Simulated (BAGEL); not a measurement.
**singlet [SiF3]+, step by step**

We compute a single-point energy (singlet [SiF3]+, HF/def2-SVP), then the energy (doublet SiF3, NEVPT2(3,3)/def2-SVP) of F3Si. 

The results are computed with BAGEL 1.2.2.

## (1) The molecule

[SiF3]+ has 4 atoms, charge +1, and is taken as a singlet. As SMILES of the parent species, `F[Si](F)F`. The shape is that of a GFN2-xTB optimisation. That shape belongs to the parent species and isn't relaxed for this state.

Bond lengths: F1–Si2 1.590 Å, Si2–F3 1.590 Å, Si2–F4 1.590 Å. Angles: F1–Si2–F3 104.5°, F1–Si2–F4 104.3°, F3–Si2–F4 104.5°.

## (2) A single-point energy at HF/def2-SVP (density fitting with tzvpp-jkfit) (run 1)

The input, calc.json:

```json
{ "bagel": [

{
  "title": "molecule",
  "basis": "svp",
  "df_basis": "tzvpp-jkfit",
  "angstrom": true,
  "geometry": [
    { "atom": "F", "xyz": [    0.787890,   -0.508980,    1.119030 ] },
    { "atom": "Si", "xyz": [   -0.325240,    0.244050,    0.268860 ] },
    { "atom": "F", "xyz": [   -0.962750,   -0.889100,   -0.646850 ] },
    { "atom": "F", "xyz": [    0.500100,    1.154030,   -0.741040 ] }
  ]
},
{ "title": "hf", "charge": 1 },
{ "title": "print", "file": "orbitals.molden", "orbitals": true }

]}
```

Launch:

```bash
$ BAGEL_NUM_THREADS=1 BAGEL calc.json > calc.out
```

Output:

```text
* using 1 threads per process

  ===============================================================
  ===============================================================

  *** Geometry ***

  { "atom" : "F", "xyz" : [      1.488896,     -0.961833,      2.114660 ] },
  { "atom" : "Si", "xyz" : [     -0.614615,      0.461188,      0.508072 ] },
  { "atom" : "F", "xyz" : [     -1.819334,     -1.680155,     -1.222369 ] },
  { "atom" : "F", "xyz" : [      0.945052,      2.180801,     -1.400363 ] },

  Number of auxiliary basis functions:      359

  Since a DF basis is specified, we compute 2- and 3-index integrals:
    o Being stored without compression. Storage requirement is 0.010 GB

  Number of basis functions:       60
  Number of electrons      :       41

    * METHOD: MOLECULE                             0.08

  *** RHF ***

  === Nuclear Repulsion ===
   176.9335429272

      * DIIS with orbital gradients will be used.

  === RHF iteration (svp) ===
      0       -586.32380312          0.03330367           0.03
      1       -586.49407420          0.02344474           0.02
      2       -586.62841218          0.00131430           0.02
      3       -586.62914043          0.00036612           0.02
      4       -586.62923080          0.00007991           0.02
      5       -586.62923632          0.00001822           0.02
      6       -586.62923658          0.00000492           0.03
      7       -586.62923660          0.00000158           0.02
      8       -586.62923660          0.00000075           0.02
      9       -586.62923660          0.00000025           0.02
     10       -586.62923660          0.00000007           0.02
     11       -586.62923660          0.00000002           0.02
     12       -586.62923660          0.00000001           0.02
    * SCF iteration converged.

    * Permanent dipole moment:
           (    1.586571,    -1.189940,    -1.311202) a.u.

    * METHOD: HF                                   0.38

    * METHOD: PRINT                                0.01

  ===============================================================
```

Run time: 0.64 s. Hardware: 1 thread of Arm Neoverse V2, shared host.

## (3) Doublet neutral SiF3: the energy at NEVPT2(3,3)/def2-SVP (density fitting with tzvpp-jkfit, 3 states averaged) (run 2)

The input, input.json:

```json
{ "bagel": [

{
  "title": "molecule",
  "basis": "svp",
  "df_basis": "tzvpp-jkfit",
  "angstrom": true,
  "geometry": [
    { "atom": "F", "xyz": [       0.787890,      -0.508980,       1.119030 ] },
    { "atom": "Si", "xyz": [      -0.325240,       0.244050,       0.268860 ] },
    { "atom": "F", "xyz": [      -0.962750,      -0.889100,      -0.646850 ] },
    { "atom": "F", "xyz": [       0.500100,       1.154030,      -0.741040 ] }
  ]
},

{ "title": "hf", "charge": 1 },

{
  "title": "casscf",
  "nstate": 3,
  "nact": 3,
  "nclosed": 19,
  "nspin": 1,
  "active": [11, 21, 22],
  "maxiter": 200,
  "fci_algorithm": "kh",
  "natocc": true,
  "maxiter_micro": 20
},

{
  "title": "nevpt2",
  "nstate": 3,
  "nact": 3,
  "nclosed": 19,
  "nspin": 1,
  "active": [11, 21, 22],
  "maxiter": 200,
  "fci_algorithm": "kh",
  "natocc": true,
  "maxiter_micro": 20,
  "ncore": 8,
  "istate": 0
}

]}
```

Launch:

```bash
$ BAGEL_NUM_THREADS=1 BAGEL input.json > input.out
```

Output:

```text
* using 1 threads per process

  ===============================================================
  ===============================================================

  *** Geometry ***

  { "atom" : "F", "xyz" : [      1.488896,     -0.961833,      2.114660 ] },
  { "atom" : "Si", "xyz" : [     -0.614615,      0.461188,      0.508072 ] },
  { "atom" : "F", "xyz" : [     -1.819334,     -1.680155,     -1.222369 ] },
  { "atom" : "F", "xyz" : [      0.945052,      2.180801,     -1.400363 ] },

  Number of auxiliary basis functions:      359

  Since a DF basis is specified, we compute 2- and 3-index integrals:
    o Being stored without compression. Storage requirement is 0.010 GB

  Number of basis functions:       60
  Number of electrons      :       41

    * METHOD: MOLECULE                             0.08

  *** RHF ***

  === Nuclear Repulsion ===
   176.9335429272

      * DIIS with orbital gradients will be used.

  === RHF iteration (svp) ===
      0       -586.32380312          0.03330367           0.03
      1       -586.49407420          0.02344474           0.03
      2       -586.62841218          0.00131430           0.02
      3       -586.62914043          0.00036612           0.02
      4       -586.62923080          0.00007991           0.03
      5       -586.62923632          0.00001822           0.02
[... 5 lines of this table left out ...]
     11       -586.62923660          0.00000002           0.02
     12       -586.62923660          0.00000001           0.02
    * SCF iteration converged.

    * Permanent dipole moment:
           (    1.586571,    -1.189940,    -1.311202) a.u.

    * METHOD: HF                                   0.39

  ---------------------------
      CASSCF calculation
  ---------------------------

    ==== Active orbitals : =====
         Orbital 11
         Orbital 21
         Orbital 22
    ============================

    * nstate   :      3
    * nclosed  :     19
    * nact     :      3
    * nvirt    :     38
  === CASSCF iteration (svp) ===

    * Using the second-order algorithm

      0  0      -587.01834890     2.20e-02      0.01
      0  1      -586.72524097     0.00e+00      0.01
      0  2      -585.68958762     0.00e+00      0.01

      1  0      -587.02648470     1.87e-03      0.17
      1  1      -586.72930991     0.00e+00      0.17
[... 31 lines of this table left out ...]
      9  1      -586.72517051     0.00e+00      0.11
      9  2      -585.82976950     0.00e+00      0.11

    * Second-order optimization converged. *

     guess   0:   closed 1..                  open .1.
     guess   1:   closed 1..                  open ..1
     guess   2:   closed .1.                  open 1..

  === FCI iteration ===

      0  0      -587.02438144     7.67e-03      0.00
      0  1      -586.72495651     7.47e-03      0.00
      0  2      -585.82223484     2.55e-02      0.00

      1  0      -587.02461348     1.91e-04      0.00
      1  1      -586.72517022     2.40e-04      0.00
      1  2      -585.82974353     2.03e-03      0.00

      2  0 *    -587.02461361     2.72e-15      0.00
      2  1 *    -586.72517051     1.32e-15      0.00
      2  2 *    -585.82976950     1.48e-15      0.00

     * ci vector, state   0, <S^2> = 0.7500
       2a.     0.9819441854
       2.a     0.1888549052

     * ci vector, state   1, <S^2> = 0.7500
       2.a     0.9819337516
       2a.    -0.1888478940

     * ci vector, state   2, <S^2> = 0.7500
       a2.    -0.9934448707
       a.2     0.0960557464

    * METHOD: CASSCF                               1.44

    * freezing 8 orbitals

  === DF-NEVPT2 calculation ===

    * 3-index integral transformation done
    * assembly done

      NEVPT2 state 0 correlation energy:   -0.6503798939      0.06

          (+0)     -0.5103138962
          (+0)'    -0.0244435283
          (+1)     -0.0436274120
          (+1)'    -0.0020983903
          (+2)     -0.0020139797
          (-1)     -0.0534898438
          (-1)'    -0.0077426411
          (-2)     -0.0066502024

      NEVPT2 state 0 total energy:       -587.6749935051

    * METHOD: NEVPT2                               0.11

  ===============================================================
```

Wall time 2.2 s (1 thread of Arm Neoverse V2, shared host); peak memory 0.14 GiB.

## (4) What came out

```
                              quantity          value
      run 1, HF/def2-SVP: total energy  -586.62924 Eh
       run 1, HF/def2-SVP: HOMO energy      -25.18 eV
       run 1, HF/def2-SVP: LUMO energy      -10.59 eV
     run 1, HF/def2-SVP: HOMO–LUMO gap       14.59 eV
doublet neutral SiF3: energy of root 0  -587.67499 Eh
```
